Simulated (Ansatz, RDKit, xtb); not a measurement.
# Isomers of C5H5B, a sample narrowed down

Which of a sample of isomers of C5H5B is the most stable in the gas at 298.15 K, and what are its properties? The sample is small against all isomers, and the most stable one of this formula need not be in it.

Plan: many cheap relaxations first (GFN2-xTB), then density-functional screening, relaxation at PBE0-D3(BJ)/def2-SVP, vibrations and a final energy. The numbers are computed, not measured.

### 1 Possible bonding patterns

Isomers were taken from a list of plausible structures; this is a sample, not all of them. That gives 6 candidates.

| label | SMILES | spin |
| --- | --- | --- |
| c003 | BCC#CC#C | singlet |
| c178 | BC(C#C)C#C | singlet |
| c519 | BC#CC1=CC1 | singlet |
| c545 | C#CB(C)C#C | singlet |
| c884 | C#CC#CBC | singlet |
| c885 | C#CBC#CC | singlet |

Candidates are built by distance geometry, with a force field where one applies, in up to four conformers (letters a to d).

Q: Predict the outcome of this search (final energies at CCSD(T)/def2-SVP + MP2/def2-TZVPP - MP2/def2-SVP).

| quantity | value |
| --- | --- |
| lowest structure found | C#CB(C)C#C, singlet, Cs |
| next finalist | C#CBC#CC, singlet, 5.7 kcal/mol higher in G |
| share at equilibrium, among the finalists | 100.0 % |
| harmonic wavenumbers, lowest and highest (PBE0-D3(BJ)/def2-SVP) | 73 and 3477 cm⁻¹ |
| rotational constants, same geometry | 0.1711, 0.08385, 0.05687 cm⁻¹ |

The search ends on `C#CB(C)C#C`. Among the finalists first place is clear (5.7 kcal/mol); structures outside the list aren't covered. HF/STO-3G, r2SCAN-D4/def2-SVP, PBE0-D3(BJ)/def2-SVP, HF/def2-SVP and MP2/def2-SVP already put its bonding pattern lowest among the structures in one piece; GFN2-xTB favours the singlet C#CBC#CC. The search is not exhaustive (a finite list of starts, one conformer a finalist), so a lower isomer can't be ruled out. Only 6 drawn patterns were tried, so whole families of isomers are missing, and the result ranks this sample alone. The lowest isomer need not be the one that is made and kept in a bottle, which depends on barriers.
